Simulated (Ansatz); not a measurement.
# CI: the cost of one run

Computed with Ansatz 0.2.0 (the levels named in each step, unless a step's input says otherwise).

### Step 1. The system as given

Bond lengths: C1–I2 1.876 Å.

Coordinates:

```xyz
2

C     0.0000    0.0000    0.0000
I     0.0000    0.0000    1.8761
```

### Step 2. A rough first relaxation, PBE-D4/def2-SVP

This run stands in another session on the same molecule. It ended at:

```xyz
2

C     0.0000    0.0000   -0.0283
I     0.0000    0.0000    1.9045
```

### Step 3. Relaxation, HF/def2-SVP

File input.yaml:

```yaml
crystal:
  periodic: [false, false, false]
  atoms:
    - { symbol: C, position_ang: [0.0, 0.0, -0.02834226] }
    - { symbol: I, position_ang: [0.0, 0.0, 1.90446226] }
total_charge: 1
basis:
  gaussian: { orbitals: def2-SVP }
hamiltonian:
  xc: hf
relax:
  f_tol: 0.002
  max_steps: 150
```

Command:

```sh
> ansatz run input.yaml --threads 1 --pin off --max-ram 2560MiB --backend cpu --events-out ev --progress --plain --runs-dir out
```

What time and memory should one allow on 1 thread of Intel Xeon Platinum 8488C (Sapphire Rapids), shared host?

About 3.1 s, with a peak of 0.1 GiB.
